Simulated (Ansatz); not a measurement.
Debugging an active-space calculation of Cl₂Ge, SMILES [Cl][Ge][Cl] (Ansatz 0.2.0, Python API).

Run as a notebook:

**Cell 1**
```python
import ansatz
```

**Cell 2**
```python
BASIS_SET = 'def-2SVP'
```

**Cell 3**
```python
geometry_ang = [
    ('Cl', (-0.0695, -1.8257, 0.3801)),
    ('Ge', (-0.3822, 0.0539, -0.7481)),
    ('Cl', (0.4407, 1.707, 0.3547)),
]
mol = ansatz.Crystal.molecule()
for symbol, xyz in geometry_ang:
    mol = mol.atom(symbol, xyz)
```

**Cell 4**
```python
model = (
    mol.calculation()
    .basis(gaussian=BASIS_SET)
    .correlation(active_electrons=6, active_orbitals=6)
)
for method in ['sc_nevpt2']:
    data = (model if method is None else model.correlation(method)).run().report
    space = data['configurations']
    state = space['states'][0]
    print(method or 'casscf', f'total {data["free_energy_ev"] / 27.211386246:.6f} Ha, active-space state {state["energy"]["hartree"]:.6f} Ha, mean field {data["reference_energy_ev"] / 27.211386246:.6f} Ha')
    print('  determinants', state['n_determinants'], ' natural occupations', [round(n, 3) for n in space['natural_occupations']])
print('effectively unpaired electrons, sum of min(n, 2 - n):', round(sum(min(n, 2 - n) for n in space['natural_occupations']), 3))
```
Output:
```text
Traceback (most recent call last):
  File "<cell 4>", line 7, in <module>
    data = (model if method is None else model.correlation(method)).run().report
           ~~~~~~~~~~~~~~~~~~~~~~~~~~~~~~~~~~~~~~~~~~~~~~~~~~~~~~~~~~~~^^
  ...
ansatz.GaussianBasisError: pseudopotentials/gaussian/def-2svp.bse can't be read: No such file or directory (os error 2)
```

Why does it end like this?

The fault: the library has no basis set of that name. The change:

```diff
--- before
+++ after
@@
 # %%
-BASIS_SET = 'def-2SVP'
+BASIS_SET = 'def2-SVP'
```

Run as a notebook:

(earlier cells as before)

In [2]:
```python
BASIS_SET = 'def2-SVP'
```

In [3]:
```python
geometry_ang = [
    ('Cl', (-0.0695, -1.8257, 0.3801)),
    ('Ge', (-0.3822, 0.0539, -0.7481)),
    ('Cl', (0.4407, 1.707, 0.3547)),
]
mol = ansatz.Crystal.molecule()
for symbol, xyz in geometry_ang:
    mol = mol.atom(symbol, xyz)
```

In [4]:
```python
model = (
    mol.calculation()
    .basis(gaussian=BASIS_SET)
    .correlation(active_electrons=6, active_orbitals=6)
)
for method in ['sc_nevpt2']:
    data = (model if method is None else model.correlation(method)).run().report
    space = data['configurations']
    state = space['states'][0]
    print(method or 'casscf', f'total {data["free_energy_ev"] / 27.211386246:.6f} Ha, active-space state {state["energy"]["hartree"]:.6f} Ha, mean field {data["reference_energy_ev"] / 27.211386246:.6f} Ha')
    print('  determinants', state['n_determinants'], ' natural occupations', [round(n, 3) for n in space['natural_occupations']])
print('effectively unpaired electrons, sum of min(n, 2 - n):', round(sum(min(n, 2 - n) for n in space['natural_occupations']), 3))
```
```text
RunWarning: the results are in doubt because another end's mean lies 0.238 eV lower, and its corrected mean 0.194 eV higher
sc_nevpt2 total -2994.364061 Ha, active-space state -2993.931283 Ha, mean field -2993.894302 Ha
  determinants 200  natural occupations [1.988, 1.986, 1.933, 0.058, 0.019, 0.016]
effectively unpaired electrons, sum of min(n, 2 - n): 0.186
```

Caveats:
- Total energies depend on the basis set; only differences at equal settings carry meaning.
- Warnings are shown shortened and without file and line.
- The geometry is a force-field or estimated start, not a minimum of this method, and the basis set is short of its limit. The active space starts as a window about the frontier orbitals and is then optimised, not chosen by chemistry.
- A lower CASSCF solution was found and passed over, so the printed active-space state isn't the lowest.
- Finished in 18 s on 1 thread of Arm Neoverse V2, on a shared host, peak memory 0.24 GiB.

(Lines on the test bed's own set-up are left out of the output.)
